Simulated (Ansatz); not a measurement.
# CH5AlCl2Se: one species, many methods

An exercise on one series of results from a longer session: the logs are not shown, and one member is left open.

Computed with Ansatz 0.2.0, Gaussian basis. Level: functionals in def2-TZVPP, the program's frozen cores in correlated methods.

The runs, in order: LDA (SPW92), PBE-D4, revPBE-D4, BLYP-D4, r2SCAN-D4, B97M-V, PBE0-D4, B3LYP-D4, r2SCANh-D4, r2SCAN0-D4, HSE06-D4, BHLYP-D4, CAM-B3LYP-D4, LC-ωPBE, ωB97X-V, ωB97M-V, B2PLYP, PBE-QIDH; CCSD(T)/def2-SVP; CCSD(T)/def2-TZVPP; MP2/def2-QZVPP; extrapolation to the limit; RPA on PBE.

**The relaxed structure**

An earlier PBE0-D4 in a triple-zeta def2 set relaxation fixed the geometry.

SMILES `[CH3][Al-]([Cl])([Cl])[SeH2+]`, 10 atoms, charge 0, spin multiplicity 1.

Atoms are counted from 1 here; the program's logs count them from 0.

Bond lengths: C1–Al2 1.940 Å, C1–H6 1.094 Å, C1–H7 1.093 Å, C1–H8 1.093 Å, Al2–Cl3 2.123 Å, Al2–Cl4 2.123 Å, Al2–Se5 2.650 Å, Se5–H9 1.470 Å, Se5–H10 1.470 Å. Angles: Al2–C1–H6 110.0°, Al2–C1–H7 111.9°, Al2–C1–H8 111.9°, H6–C1–H7 107.2°, H6–C1–H8 107.2°, H7–C1–H8 108.5°, C1–Al2–Cl3 118.8°, C1–Al2–Cl4 118.8°, C1–Al2–Se5 105.5°, Cl3–Al2–Cl4 115.5°, Cl3–Al2–Se5 95.3°, Cl4–Al2–Se5 95.3°, Al2–Se5–H9 97.2°, Al2–Se5–H10 97.2°, H9–Se5–H10 91.7°.

Set-up of the first run:

Contents of in.yaml:

```yaml
crystal:
  periodic: [false, false, false]
  atoms:
    - {symbol: C, position_ang: [-1.341958, -0.619713, -0.016151]}
    - {symbol: Al, position_ang: [0.573380, -0.785630, -0.278674]}
    - {symbol: Cl, position_ang: [1.720592, -1.815291, 1.181590]}
    - {symbol: Cl, position_ang: [1.331134, -0.867808, -2.260522]}
    - {symbol: Se, position_ang: [1.572657, 1.607747, 0.266403]}
    - {symbol: H, position_ang: [-1.831998, -1.575937, -0.224498]}
    - {symbol: H, position_ang: [-1.589455, -0.346505, 1.013188]}
    - {symbol: H, position_ang: [-1.782037, 0.122701, -0.687412]}
    - {symbol: H, position_ang: [0.831653, 1.836282, 1.515342]}
    - {symbol: H, position_ang: [0.599130, 2.392854, -0.506264]}
basis:
  gaussian: {orbitals: def2-TZVPP}
hamiltonian: {xc: lda}
output: {orbitals: {seedname: orbitals}}
```

Command:

```
ansatz run in.yaml --threads 2 --pin off --events-out ev --progress --plain --max-ram 32768MiB --backend cuda --devices 0, --max-vram 18GiB
```

Steps of the session up to this table: LDA; PBE-D4 (GGA); revPBE-D4 (GGA); BLYP-D4 (GGA); r2SCAN-D4 (meta-GGA); B97M-V (meta-GGA); B3LYP-D4 (hybrid); r2SCANh-D4 (hybrid); r2SCAN0-D4 (hybrid); HSE06-D4 (hybrid); BHLYP-D4 (hybrid); CAM-B3LYP-D4 (range-separated); LC-ωPBE (range-separated); ωB97X-V (range-separated); ωB97M-V (range-separated); B2PLYP (double hybrid); PBE-QIDH (double hybrid).

One of the session's tables, all rows but one given; the rest of the session is left out.

It belongs to the step «Orbital energies across the functionals». 

```
  functional  HOMO (eV)  gap (eV)
 LDA (SPW92)      -6.93      4.80
      PBE-D4      -6.78      4.78
   revPBE-D4      -6.73      4.78
     BLYP-D4      -6.64      4.71
   r2SCAN-D4      -7.08      5.29
      B97M-V      -7.16      5.32
     PBE0-D4      -8.06      6.96
    B3LYP-D4      -7.83      6.47
  r2SCANh-D4      -7.55      6.10
  r2SCAN0-D4      -8.26      7.30
    HSE06-D4      -7.66      6.18
    BHLYP-D4          ?         ?
CAM-B3LYP-D4      -9.41      9.39
     LC-ωPBE     -10.77     11.98
     ωB97X-V     -10.41     11.45
     ωB97M-V     -10.25     11.12
```

**Question.** Estimate the row for BHLYP-D4.

Worked estimate for «HOMO (eV)». Against the share of exact exchange, BLYP-D4 (0, -6.64), B3LYP-D4 (0.2, -7.83) give a slope of -5.95 per unit share; at 0.5 the line stands at -9.61.

The run gave: HOMO (eV): -9.23; gap (eV): 9.06. In «HOMO (eV)» the line misses by -0.38.
